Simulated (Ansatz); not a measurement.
**GeH2I2: how energies converge with the basis set**

How large a basis does GeH2I2 need? Two functionals are run in growing sets.

Program: Ansatz 0.2.0, Gaussian basis. Level of theory: one geometry, several basis sets. These are calculated values, not measurements.

Levels to be run: PBE0-D4/def2-SVP; ωB97M-V/def2-SVP; PBE0-D4/def2-QZVPP; ωB97M-V/def2-QZVPP; the functionals' def2-TZVPP values are taken from earlier runs.

**1. Structure used throughout**

An earlier PBE0-D4 in a triple-zeta def2 set relaxation fixed the geometry. I takes the def2 core potential; no spin-orbit term is included.

5 atoms, charge 0, spin multiplicity 1.

Atoms are counted from 1 here; the program's logs count them from 0.

Bond lengths: I1–Ge2 2.504 Å, Ge2–I3 2.504 Å, Ge2–H4 1.531 Å, Ge2–H5 1.531 Å. Angles: I1–Ge2–I3 110.4°, I1–Ge2–H4 108.2°, I1–Ge2–H5 108.2°, I3–Ge2–H4 108.2°, I3–Ge2–H5 108.2°, H4–Ge2–H5 113.6°.

**2. PBE0-D4 in def2-SVP**

in.yaml reads:

```yaml
crystal:
  periodic: [false, false, false]
  atoms:
    - {symbol: I, position_ang: [-2.218099, 0.557874, 0.592115]}
    - {symbol: Ge, position_ang: [0.066983, -0.046679, -0.234855]}
    - {symbol: I, position_ang: [1.661643, -0.264256, 1.683655]}
    - {symbol: H, position_ang: [0.561796, 1.082831, -1.142883]}
    - {symbol: H, position_ang: [-0.022325, -1.403470, -0.939331]}
basis:
  gaussian: {orbitals: def2-SVP}
hamiltonian: {xc: pbe0, dispersion: d4}
output: {orbitals: {seedname: orbitals}}
```

Command:

```
$ ansatz run in.yaml --threads 4 --pin off --events-out ev --progress --plain --max-ram 10444MiB
```

The runs that follow: ωB97M-V in def2-SVP; PBE0-D4 in def2-QZVPP; ωB97M-V in def2-QZVPP.

Q: Predict the results of all the runs planned. Wanted: PBE0-D4: double and triple zeta above quadruple; ωB97M-V: double and triple zeta above quadruple.

As calculated:

```
                                       quantity          value
PBE0-D4: double and triple zeta above quadruple  8.97, 1.29 eV
ωB97M-V: double and triple zeta above quadruple  8.98, 1.26 eV
```

What this shows: For PBE0-D4 the step from double to triple zeta gains 7.69 eV and the next only 1.29 eV. These are total energies; as a rule much of such shifts cancels in differences, which this series doesn't test.
